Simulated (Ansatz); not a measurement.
**Bi: response to strain**

Bi is deformed so: equal xx and yy strain of -1 %. What stress and forces result, by LAPW, PAW and all-electron datasets made for the crystal?

Method: DFT PBEsol, scalar-relativistic, in Ansatz 0.2.0.

## 1. The structure to begin with

The structure is monoclinic, space group C2/m (No. 12). The conventional cell has a = 6.673 Å, b = 6.111 Å, c = 3.300 Å, α = 90.00°, β = 110.41°, γ = 90.00°. Around Bi (site symmetry m) lie 6 Bi at 3.15 to 3.31 Å.

As a file:

```
CELL_PARAMETERS angstrom
3.33628 -3.05540 0.00000
3.33628 3.05540 0.00000
-1.15098 0.00000 3.09291
ATOMIC_POSITIONS crystal
Bi 0.25180 0.25180 0.14900
Bi 0.74820 0.74820 0.85100
```

Atoms are numbered in the order of the input: Bi1, Bi2.

## 2. After the deformation

Space group C2/m before, C2/m after.

## 3. Full-potential LAPW

input.yaml reads:

```yaml
crystal:
  lattice:
    - [3.3029172, -3.024846, 0.0]
    - [3.3029172, 3.024846, 0.0]
    - [-1.1394702, 0.0, 3.09291]
  atoms:
    - { symbol: Bi, position: [0.2518, 0.2518, 0.149] }
    - { symbol: Bi, position: [0.7482, 0.7482, 0.851] }
kpoints:
  mp_grid: { grid: [8, 8, 11] }
  band_path:
    path:
      - [0.0, 0.0, 0.0]
      - [-0.488136374, 0.488136374, 0.0]
      - [-0.511863626, -0.488136374, 0.0]
      - [-0.5, -0.5, 0.0]
      - [0.0, 0.0, 0.0]
      - [-0.5, -0.5, 0.5]
      - [-0.6768496899, -0.3231503101, 0.5]
      - [-0.3231503101, 0.3231503101, 0.5]
      - [0.0, 0.0, 0.5]
    npoints: 5
scf:
  occupations: { method: fermi_dirac, width: 0.05 }
hamiltonian:
  xc: pbesol
  pseudopotentials: { kind: all_electron, lapw: { basis_error: 0.00025 } }
output:
  forces: true
  stress: true
  eigenvalues: true
```

On the command line:

```
ansatz run input.yaml --threads 1 --pin off --max-ram 3072MiB --backend cpu --events-out ev --progress --plain --runs-dir out
```

## 4. PAW with frozen cores

input.yaml reads:

```yaml
crystal:
  lattice:
    - [3.3029172, -3.024846, 0.0]
    - [3.3029172, 3.024846, 0.0]
    - [-1.1394702, 0.0, 3.09291]
  atoms:
    - { symbol: Bi, position: [0.2518, 0.2518, 0.149] }
    - { symbol: Bi, position: [0.7482, 0.7482, 0.851] }
kpoints:
  mp_grid: { grid: [8, 8, 11] }
scf:
  occupations: { method: fermi_dirac, width: 0.05 }
hamiltonian:
  xc: pbesol
  pseudopotentials: { kind: paw }
output:
  forces: true
  stress: true
  eigenvalues: true
  efg: { contact_densities: true }
  write_density: true
  write_potential: true
  elf: true
  volumetric_format: npy
```

## 5. Datasets made for this crystal

Changes to input.yaml since step 4:

```diff
@@ -14,3 +14,3 @@
   xc: pbesol
-  pseudopotentials: { kind: paw }
+  pseudopotentials: { kind: all_electron, datasets: crystal }
 output:
@@ -20,5 +20 @@
   efg: { contact_densities: true }
-  write_density: true
-  write_potential: true
-  elf: true
-  volumetric_format: npy
```

(Steps that only read results are left out.)

**Question.** What will these runs give? Wanted: pressure; largest shear or deviatoric stress.

The runs gave:

| quantity | value |
| --- | --- |
| pressure | LAPW 2.50, PAW 2.48, crystal datasets 2.50 GPa |
| largest shear or deviatoric stress (LAPW) | 0.85 GPa |

The largest part of the stress beyond the pressure is 0.85 GPa in size, in the xx component; the atoms are carried along and not relaxed. No run of the undeformed cell stands beside it, so the pressure holds what the given cell had before the change. PAW: stress within 0.02 GPa of LAPW, forces within 1 meV/Å. Crystal datasets: stress within 0.01 GPa of LAPW, forces within 1 meV/Å. Spin-orbit coupling is left out, though the cell holds Bi; in elements this heavy it can shift bands and gaps by tenths of an eV.
